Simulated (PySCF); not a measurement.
# One shape, several levels: C4H3F3 (SMILES C=C(F)/C(F)=C/F)

Aim: a comparison of 6 runs (HF/def2-SVP, B3LYP/6-31G*, r2SCAN/6-31+G*, PBE0/6-311+G**, PBE/def2-SVPD) of C4H3F3. The job is set up through a Python script.

The calculation is run with PySCF 2.14.0.

**1. The structure to begin with**

C4H3F3 has 10 atoms, charge 0, and is taken as a singlet. As SMILES, `C=C(F)/C(F)=C/F`. The coordinates come from a PBE0-D4/def2-TZVP relaxation. This is one conformer, not always the lowest.

Bond lengths: C1–C2 1.323 Å, C2–F3 1.341 Å, C2–C4 1.451 Å, C4–F5 1.331 Å, C4–C6 1.330 Å, C6–F7 1.325 Å, C1–H8 1.081 Å, C1–H9 1.080 Å, C6–H10 1.080 Å. Some angles: C1–C2–F3 121.1°, C1–C2–C4 126.3°, F3–C2–C4 112.6°, C2–C4–F5 115.0°, C2–C4–C6 124.3°, F5–C4–C6 120.7°, C4–C6–F7 121.4°, C2–C1–H8 120.5°, C2–C1–H9 119.7°, C4–C6–H10 123.2°.

**2. Energy and gradient at HF/def2-SVP (run 1)**

Input file calc.py:

```python
from pyscf import gto, scf

mol = gto.M(
    atom=[
    ('C', (0.886400, -0.382500, -1.613600)),
    ('C', (0.028600, -0.439900, -0.607700)),
    ('F', (-0.954500, -1.351000, -0.587000)),
    ('C', (0.016900, 0.420800, 0.560000)),
    ('F', (0.975100, 1.344800, 0.588000)),
    ('C', (-0.865900, 0.328200, 1.550300)),
    ('F', (-0.823700, 1.146100, 2.592400)),
    ('H', (0.809200, -1.073200, -2.441500)),
    ('H', (1.669700, 0.360400, -1.607400)),
    ('H', (-1.658700, -0.404900, 1.569500)),
],
    verbose=4,
    basis='def2-svp',
    max_memory=1860,
)

calc0 = scf.RHF(mol)
calc0.conv_tol = 1e-10
calc0.kernel()
if not calc0.converged:
    calc0 = calc0.newton().run(calc0.mo_coeff, calc0.mo_occ)

etot = calc0.e_tot
print(f'total energy: {etot:.8f} hartree')
grad = calc0.nuc_grad_method().kernel()
calc0.analyze()
```

Command:

```console
$ OMP_NUM_THREADS=1 python calc.py
```

What it wrote:

```text
PySCF version 2.14.0

[... 68 lines left out ...]
converged SCF energy = -451.108011680032
[... 28 lines left out ...]
MO #8   energy= -1.63753939462731  occ= 2
[... 14 lines left out ...]
MO #23  energy= -0.621086201955036 occ= 2
[... 14 lines left out ...]
MO #38  energy= 0.493649808912871  occ= 0
[... 14 lines left out ...]
MO #53  energy= 0.945666918524393  occ= 0
[... 14 lines left out ...]
MO #68  energy= 1.73025712576176   occ= 0
[... 14 lines left out ...]
MO #83  energy= 2.26788398156442   occ= 0
[... 14 lines left out ...]
MO #98  energy= 3.40097115208412   occ= 0
[... 14 lines left out ...]
MO #113 energy= 4.35603582579761   occ= 0
[... 126 lines left out ...]
Dipole moment(X, Y, Z, Debye): -0.10097, -1.00414, -1.21739
```

Run time: 14 s. Hardware: 1 thread of Intel Xeon at 2.70GHz, shared host; peak memory 0.27 GiB.

**3. Energy and forces at B3LYP/6-31G(d) (spherical functions) (run 2)**

Input file run.py:

```python
from pyscf import gto, dft

mol = gto.Mole()
mol.atom = '''
C    0.886400  -0.382500  -1.613600
C    0.028600  -0.439900  -0.607700
F   -0.954500  -1.351000  -0.587000
C    0.016900   0.420800   0.560000
F    0.975100   1.344800   0.588000
C   -0.865900   0.328200   1.550300
F   -0.823700   1.146100   2.592400
H    0.809200  -1.073200  -2.441500
H    1.669700   0.360400  -1.607400
H   -1.658700  -0.404900   1.569500
'''
mol.basis = '6-31g*'
mol.max_memory = 1860
mol.verbose = 4
mol.charge = 0
mol.build()

mf = dft.RKS(mol, xc='b3lyp')
mf.grids.level = 5
mf.conv_tol = 1e-10
mf.kernel()
if not mf.converged:
    mf = mf.newton().run(mf.mo_coeff, mf.mo_occ)

energy = mf.e_tot
print(f'total energy: {energy:.8f} hartree')
grad = mf.nuc_grad_method().kernel()
dip = mf.dip_moment()
pop, q = mf.mulliken_pop()
```

Command:

```console
$ OMP_NUM_THREADS=1 python run.py
```

What it wrote:

```text
PySCF version 2.14.0

[... 82 lines left out ...]
converged SCF energy = -453.674203064216
total energy: -453.67420306 hartree
[... 12 lines left out ...]
Dipole moment(X, Y, Z, Debye): -0.15225, -0.68157, -0.72066
[... 115 lines left out ...]
charge of    9H =      0.16962
```

Run time: 56 s. Hardware: 1 thread of Intel Xeon at 2.70GHz, shared host; peak memory 1 GiB.

Runs 3 to 5 aren't shown in full; the table further down has their settings and results.

**4. Energy and gradient at PBE/def2-SVPD (run 6)**

Input file run.py:

```python
# C=C(F)C(F)=CF
import pyscf.grad
from pyscf import gto, dft

system = gto.M(
    atom='''
C        0.886400      -0.382500      -1.613600
C        0.028600      -0.439900      -0.607700
F       -0.954500      -1.351000      -0.587000
C        0.016900       0.420800       0.560000
F        0.975100       1.344800       0.588000
C       -0.865900       0.328200       1.550300
F       -0.823700       1.146100       2.592400
H        0.809200      -1.073200      -2.441500
H        1.669700       0.360400      -1.607400
H       -1.658700      -0.404900       1.569500
''',
    verbose=3,
    max_memory=1860,
    basis='def2-svpd',
)

mf = dft.RKS(system)
mf.xc = 'pbe'
mf.conv_tol = 1e-10
mf.grids.level = 5
mf.kernel()
if not mf.converged:
    mf = mf.newton().run(mf.mo_coeff, mf.mo_occ)

e_tot = mf.e_tot
print(f'total energy: {e_tot:.8f} hartree')
grad = mf.Gradients().kernel()
dip = mf.dip_moment()
pop, q = mf.mulliken_pop()
```

Command:

```console
$ OMP_NUM_THREADS=1 python run.py
```

What it wrote:

```text
converged SCF energy = -452.91223182655
total energy: -452.91223183 hartree
[... 8 lines left out ...]
Dipole moment(X, Y, Z, Debye): -0.08339, -0.69067, -0.81973
[... 184 lines left out ...]
charge of    9H =     -0.05276
```

It took 2.4 min on 1 thread of Intel Xeon at 2.70GHz, shared host; peak memory 2.3 GiB.

**5. The series**

| run | level | integration grid | Cartesian functions | energy (Eh) | dipole moment (D) | HOMO energy (eV) | LUMO energy (eV) | wall time |
| --- | --- | --- | --- | --- | --- | --- | --- | --- |
| 1 | HF/def2-SVP | – | no | -451.108012 | 1.58 | -9.63 | 2.64 | 14 s |
| 2 | B3LYP/6-31G* (spherical functions) | 5 | no | -453.674203 | 1.00 | -6.49 | -0.87 | 56 s |
| 3 | B3LYP/6-31G* (Cartesian functions) | 5 | yes | -453.679768 | 1.01 | -6.50 | -0.87 | 60 s |
| 4 | r2SCAN/6-31+G* (spherical functions) | 5 | no | -453.488242 | 1.18 | -6.25 | -1.95 | 2.5 min |
| 5 | PBE0/6-311+G** | 5 | no | -453.359333 | 1.31 | -7.27 | -1.33 | 2.6 min |
| 6 | PBE/def2-SVPD | 5 | no | -452.912232 | 1.08 | -6.13 | -2.16 | 2.4 min |

**6. Outcome**

```
                       quantity          value
            run 6: total energy  -452.91223 Eh
           run 6: dipole moment         1.08 D
             run 6: HOMO energy       -6.13 eV
             run 6: LUMO energy       -2.16 eV
           run 6: HOMO–LUMO gap        3.97 eV
run 6: largest force on an atom     0.822 eV/Å
```

In words: The dipole moment (its size) runs from 1.00 D (B3LYP/6-31G*) to 1.58 D (HF/def2-SVP). The two ends differ in method and basis. The HOMO–LUMO gap runs from 3.97 eV (PBE/def2-SVPD) to 12.26 eV (HF/def2-SVP). Totals of different functionals can't be ranked against each other. All runs together took 9.7 min, the longest 2.6 min.
